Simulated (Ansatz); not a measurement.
# ZrBrF: what a guessed cell relaxes into, part 2 of 2

Where does this trial cell of ZrBrF go when cell and atoms are let free?

Ansatz 0.2.0; DFT PBE, scalar-relativistic, plane waves, PAW. The steps go on from the part before.

### Step 4. Another rough relaxation

The end of the coarse run is made exact in the group found at a tolerance of 0.06 Å and reduced to its primitive cell.

input.yaml reads:

```yaml
crystal:
  lattice:
    - [3.3737900778, 0.0, 0.0]
    - [0.0, 3.3737900778, 0.0]
    - [0.0, 0.0, 5.2298148731]
  atoms:
    - { symbol: Zr, position: [0.0, 0.0, 0.5] }
    - { symbol: Br, position: [0.0, 0.0, 0.0] }
    - { symbol: F, position: [0.5, 0.5, 0.5] }
basis:
  ecutwfc: 420
kpoints:
  mp_grid: { grid: [6, 6, 4] }
hamiltonian:
  xc: pbe
scf:
  occupations: { method: gaussian, width: 0.1 }
  lower_state_search: "off"
output:
  forces: true
  stress: true
  eigenvalues: true
relax:
  adjacent_minimum: "off"
  f_tol: 0.04
  max_steps: 70
  cell: { stress_tol: 0.4 }
```

The run is started by

```bash
> ansatz run input.yaml --threads 1 --pin off --max-ram 2560MiB --backend cpu --events-out ev --progress --plain --runs-dir out
```

Standard output, cut to the lines that bear on the results:

```text
[...]
relax step   4: F+E_penalty+E_count = -7777.15287682 eV  Δ(F+E_penalty+E_count) = +5.836e-4 eV  max|allowed force component| = 1.735e-29 eV/Å  Δτ_max = 0.0000 Å  P = -0.032 GPa  Ω = 58.976 Å³  stress off target by 4.75e-2 GPa  SCF on the basis re-selected at this cell (its energy is not [...]
SCF converged after 3 iterations
Free energy (F): -7777.152877 eV
[...]
E sigma→0 (E₀):  -7777.146941 eV
Entropy (-TS):   -0.011873 eV (-3.958 meV/atom)
Fermi energy:    10.071656 eV
[...]
--- Forces (eV/Å), atoms counted from 1 ---
  atom   1  Zr     0.00000000    -0.00000000     0.00000000
  atom   2  Br    -0.00000000     0.00000000     0.00000000
  atom   3  F     -0.00000000     0.00000000     0.00000000
[...]
--- Stress (GPa, compression-positive) ---
       -0.047451       0.000000       0.000000
        0.000000      -0.047451       0.000000
        0.000000       0.000000      -0.002435
  P = ⅓ Tr σ = -0.0324 GPa (-0.324 kbar)
--- Band table (eV; the first three rows and the last of 30) ---
  k-point 0: bands = ["-40.3503", "-18.4545", "-18.2589", "-18.2589", "-16.6386", "-7.0146", "1.9502", "1.9502", "2.1407", "4.9507", "7.4125", "7.4125", "7.7214", "9.6048", "10.8750", "10.8750", "11.1021"]
[...]
--- Relaxed structure (3 steps of the walk, 3 accepted, 1 SCFs on fresh bases) ---
  F+E_penalty+E_count = -7777.15287682 eV   max|allowed force component| = 1.735e-29 eV/Å   (the final SCF, on the basis selected at the relaxed cell)
  cell:  # Å, volume = 58.9759 Å³
    - [3.3519905911415186, 0.0, 0.0]
    - [8.320595384692441e-35, 3.3519905911415186, 0.0]
    - [0.0, 0.0, 5.248906884338944]
  atoms:
    - { symbol: Zr, position: [-4.1624519765559903e-36, 1.4865899916271392e-37, 0.5000000000000001] }
    - { symbol: Br, position: [-1.308199192631883e-35, -2.973179983254279e-37, 0.0] }
    - { symbol: F, position: [0.5000000000000001, 0.5000000000000001, 0.5000000000000001] }
```

Run time: 5.9 s. Hardware: 1 thread of Intel Xeon Platinum 8488C (Sapphire Rapids), shared host; peak memory 0.41 GiB.

### Step 5. Spin check on a coarse mesh

input.yaml reads:

```yaml
crystal:
  lattice:
    - [3.3519905911, 0.0, 0.0]
    - [0.0, 3.3519905911, 0.0]
    - [0.0, 0.0, 5.2489068843]
  atoms:
    - { symbol: Zr, position: [0.0, 0.0, 0.5], spin: 1.0 }
    - { symbol: Br, position: [0.0, 0.0, 0.0] }
    - { symbol: F, position: [0.5, 0.5, 0.5] }
basis:
  ecutwfc: 420
kpoints:
  mp_grid: { grid: [6, 6, 4] }
hamiltonian:
  xc: pbe
scf:
  occupations: { method: gaussian, width: 0.1 }
  lower_state_search: "off"
output:
  forces: true
  stress: true
  eigenvalues: true
  populations: true
magnetization:
  spin_polarized: true
```

The run is started by

```bash
> ansatz run input.yaml --threads 1 --pin off --max-ram 2560MiB --backend cpu --events-out ev --progress --plain --runs-dir out
```

Standard output, cut to the lines that bear on the results:

```text
[...]
SCF converged after 18 iterations
Magnetization: -0.0001 μB (13.0000 up, 13.0000 down)
Absolute magnetization: 0.0001 μB (∫|ρ↑−ρ↓|, with the PAW one-centre terms)
Spin contamination: 0.0000 ħ² per cell (⟨S²⟩ above its minimum at these occupations)
Per-site moments (μB) at R_I (Å): [(-2.6361447005219864e-5, 0.9777138019441295), (1.1611795768155975e-6, 1.082587044886875), (-3.037538078282561e-6, 0.9777138019441295)]
Free energy (F): -7777.152877 eV
[...]
E sigma→0 (E₀):  -7777.146941 eV
Entropy (-TS):   -0.011872 eV (-3.957 meV/atom)
Fermi energy:    10.071646 eV
[...]
--- Forces (eV/Å), atoms counted from 1 ---
  atom   1  Zr     0.00000000     0.00000000     0.00000000
  atom   2  Br    -0.00000000    -0.00000000     0.00000000
  atom   3  F      0.00000000    -0.00000000    -0.00000000
[...]
--- Stress (GPa, compression-positive) ---
       -0.047422       0.000000      -0.000000
        0.000000      -0.047422      -0.000000
       -0.000000      -0.000000      -0.002577
  P = ⅓ Tr σ = -0.0325 GPa (-0.325 kbar)
--- Band table (eV; the first three rows and the last of 60) ---
  k-point 0 ↑: bands = ["-40.3503", "-18.4545", "-18.2589", "-18.2589", "-16.6386", "-7.0146", "1.9502", "1.9502", "2.1408", "4.9507", "7.4125", "7.4125", "7.7214", "9.6048", "10.8750", "10.8750", "11.1021", "11.8128"]
[...]
--- Löwdin populations: 3 sites ---
  site symbol       q [e]    m [muB]
     0     Zr     11.3596    -0.0001
     1     Br      7.1109     0.0000
     2      F      7.4242    -0.0000
  spilling = 0.004050 (of n_electrons = 26.000000)
```

Run time: 4.6 s. Hardware: 1 thread of Intel Xeon Platinum 8488C (Sapphire Rapids), shared host; peak memory 0.41 GiB.

Per atom:

| atom | Löwdin electrons |
| --- | --- |
| Zr1 | 11.36 |
| Br2 | 7.11 |
| F3 | 7.42 |

The same cell is solved with trial moments on Zr. The largest site moment that stays is 0.00 μB and the cell's total 0.00 μB. The workflow keeps spin only above 0.25 μB on a site, so the next run goes without spin.

### Step 6. Full relaxation

The end of the coarse run is made exact in the group found at a tolerance of 0.06 Å and reduced to its primitive cell.

input.yaml reads:

```yaml
crystal:
  lattice:
    - [3.3519905911, 0.0, 0.0]
    - [0.0, 3.3519905911, 0.0]
    - [0.0, 0.0, 5.2489068843]
  atoms:
    - { symbol: Zr, position: [0.0, 0.0, 0.5] }
    - { symbol: Br, position: [0.0, 0.0, 0.0] }
    - { symbol: F, position: [0.5, 0.5, 0.5] }
basis:
  ecutwfc: 420
kpoints:
  mp_grid: { grid: [14, 14, 10] }
hamiltonian:
  xc: pbe
scf:
  occupations: { method: gaussian, width: 0.1 }
output:
  forces: true
  stress: true
  eigenvalues: true
relax:
  adjacent_minimum: "off"
  f_tol: 0.01
  max_steps: 80
  cell: { stress_tol: 0.05 }
```

The run is started by

```bash
> ansatz run input.yaml --threads 1 --pin off --max-ram 2560MiB --backend cpu --events-out ev --progress --plain --runs-dir out
```

Standard output, cut to the lines that bear on the results:

```text
Warning: RAYON_NUM_THREADS=1 ignored (pool sized by the plan → 1); use --threads N
[...]
Pseudopotentials: kind: paw
Pseudopotential: Zr, paw, valence charge 12, recommended cutoff 420 eV (normal), Zr.paw.azcp
Pseudopotential: Br, paw, valence charge 7, recommended cutoff 420 eV (normal), Br.paw.azcp
Pseudopotential: F, paw, valence charge 7, recommended cutoff 420 eV (normal), F.paw.azcp
Functional definition: PBE
[...]
Crystal: 3 atoms, lattice volume = 58.976 Å³
Basis set: ecut = 420 eV, 1153 PW (Γ), exchange–correlation on 48×48×72 points (8 copies of the dense FFT grid, shifted against one another)
Bands: 17, of which v1, the nominal top of the filled ones, is band 13 counted from 1 (12 counted from 0)
Symmetry: 16 space group operations
Space group: P4/mmm (ITA 123), of the structure as read, at distance tolerance 3.9e-5 Å
k-points: 216 of 1960
[...]
       -0.000000       0.000000      -0.022309
  P = ⅓ Tr σ = 0.0005 GPa (0.005 kbar)
--- Band table (eV; the first three rows and the last of 216) ---
  k-point 0: bands = ["-40.3720", "-18.5084", "-18.2678", "-18.2678", "-16.5541", "-7.1329", "2.0262", "2.0262", "2.1882", "4.8768", "7.2553", "7.2553", "7.7542", "9.5501", "10.8141", "10.8141", "11.0860"]
[...]
--- Relaxed structure (3 steps of the walk, 3 accepted, 1 SCFs on fresh bases) ---
  F+E_penalty+E_count = -7777.18027892 eV   max|allowed force component| = 1.954e-30 eV/Å   (the final SCF, on the basis selected at the relaxed cell)
  cell:  # Å, volume = 59.2342 Å³
    - [3.3643509804497005, -2.4877670928009795e-34, -1.3268091161605225e-33]
    - [-8.292556976003265e-35, 3.3643509804497005, 7.048673429602776e-34]
    - [-1.7530258093725133e-33, 1.1037569910863973e-33, 5.2332310152106825]
  atoms:
    - { symbol: Zr, position: [7.70572843212912e-36, -7.451364580971414e-35, 0.5] }
    - { symbol: Br, position: [-1.608477294085194e-35, -3.153363625380974e-35, -6.378104974876769e-36] }
    - { symbol: F, position: [0.5, 0.5, 0.5] }
```

It took 30 s on 1 thread of Intel Xeon Platinum 8488C (Sapphire Rapids), shared host; peak memory 0.56 GiB.

Step by step:

```
step  energy from step 1 (eV/cell)  largest force component (eV/Å)  pressure (GPa)  volume (Å³)
   1                        0.0000                          0.0000            0.19        58.98
   2                       -0.0010                          0.0000            0.10        59.19
   3                       -0.0011                          0.0000           -0.01        59.23
   4                       -0.0015                          0.0000            0.00        59.23
```

Step 1 is the start. Step 4 repeats the geometry before it on a plane-wave basis chosen anew for that cell, so its energy need not be comparable with the rows above.

|  | before | after | change |
| --- | --- | --- | --- |
| a (Å) | 3.352 | 3.364 | +0.4 % |
| b (Å) | 3.352 | 3.364 | +0.4 % |
| c (Å) | 5.249 | 5.233 | -0.3 % |
| volume (Å³/atom) | 19.66 | 19.74 | +0.4 % |
| shortest distance (Å) | 2.370 | 2.379 | +0.4 % |
| space group (0.01 Å) | P4/mmm | P4/mmm | same |

Forces and stress were held to the start's 16 operations: a distortion of lower symmetry was not tested.

### Step 7. Results

The summary covers parts 1 to 2. Changes of volume or cell count from the first structure of part 1.

```
                                                              quantity                                                                      value
                                symmetry at the end (tolerance 0.05 Å)                                               space group P4/mmm (No. 123)
                                                     conventional cell  a = 3.364 Å, b = 3.364 Å, c = 5.233 Å, α = 90.00°, β = 90.00°, γ = 90.00°
                                                                volume                                                              19.74 Å³/atom
energy over the elements (uncorrected; H, N, O, F and Cl as molecules)                                                              -1.52 eV/atom
                                                       gap on the mesh                                                               none (metal)
```

The space group P4/mmm (No. 123) is kept, and the volume per atom shrinks by 12.4 % from the first guess. A negative formation energy is needed for stability but isn't enough; other structures and compounds were not set against it here. No finished test with a distortion of lower symmetry is shown, so the end may be a saddle point. Other magnetic orders were not searched.
